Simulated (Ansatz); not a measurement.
# H5InN2S: from a rough start to a minimum

Aim: relax H5InN2S from a cheap starting geometry, check the end point by its vibrations and derive ideal-gas thermochemistry.

Computed with Ansatz 0.2.0, Gaussian basis. Level: RKS PBE0-D4/def2-TZVP.

Plan: relaxation at PBE0-D4/def2-TZVP; harmonic vibrations at the same level.

2 further runs of the same task are left out: 1 for a known fault of the program, 1 set aside as unsound or not needed.

## 1. The starting structure

SMILES `[NH2][In]([NH2])[SH]`, 9 atoms, charge 0, spin multiplicity 1.

Atoms are counted from 1 here; the program's logs count them from 0.

Bond lengths: N1–In2 2.064 Å, N1–H5 1.015 Å, N1–H6 1.016 Å, In2–N3 2.061 Å, In2–S4 2.418 Å, N3–H7 1.016 Å, N3–H8 1.016 Å, S4–H9 1.328 Å. Angles: In2–N1–H5 110.1°, In2–N1–H6 112.0°, H5–N1–H6 106.4°, N1–In2–N3 121.7°, N1–In2–S4 115.9°, N3–In2–S4 122.4°, In2–N3–H7 111.2°, In2–N3–H8 111.5°, H7–N3–H8 106.8°, In2–S4–H9 90.0°.

The start is a GFN2-xTB geometry. In takes the def2 core potential; no spin-orbit term is included.

## 2. Geometry optimisation, PBE0-D4/def2-TZVP

Input file in.yaml:

```yaml
crystal:
  periodic: [false, false, false]
  atoms:
    - {symbol: N, position_ang: [-0.723760, 1.393030, 0.917710]}
    - {symbol: In, position_ang: [0.201490, -0.095110, -0.172080]}
    - {symbol: N, position_ang: [-0.716030, -1.906140, -0.526960]}
    - {symbol: S, position_ang: [2.419410, 0.416580, -0.986880]}
    - {symbol: H, position_ang: [-1.722060, 1.218010, 0.970170]}
    - {symbol: H, position_ang: [-0.615360, 2.306150, 0.484760]}
    - {symbol: H, position_ang: [-0.032430, -2.631820, -0.723360]}
    - {symbol: H, position_ang: [-1.250070, -2.216740, 0.279740]}
    - {symbol: H, position_ang: [2.438790, 1.516040, -0.243120]}
basis:
  gaussian: {orbitals: def2-TZVP}
hamiltonian: {xc: pbe0, dispersion: d4}
relax: {f_tol: 0.005, max_steps: 150}
```

The run is started by

```bash
ansatz run in.yaml --threads 4 --pin off --events-out ev --progress --plain --max-ram 10444MiB
```

After this run come: Force constants and modes.

Q: Predict the results of all the runs planned. Wanted: point group; shift from the start; total energy; dispersion term; dipole moment; lowest, highest wavenumber; zero-point energy.

As calculated:

| quantity | value |
| --- | --- |
| point group | C1 |
| steps | 9 |
| shift from the start (rms) | 0.149 Å |
| total energy | -19066.6767 eV |
| dispersion term | -153 meV |
| dipole moment | 1.67 D |
| lowest, highest wavenumber | 96, 3665 cm⁻¹ |
| zero-point energy | 37.1 kcal/mol |
| entropy at 298.15 K | 372.1 J/(mol K) |

The atoms moved 0.15 Å (rms) from the start; the bond that changed most is In2–N3, from 2.061 to 2.019 Å. No mode is imaginary: a true minimum at this level. The stiffest mode, 3665 cm⁻¹, is an N–H stretch, and 4 modes under 200 cm⁻¹ make the vibrational entropy uncertain. Harmonic hybrid wavenumbers usually lie a few per cent above measured fundamentals. The largest Mulliken charge, +0.83 e, sits on In2.
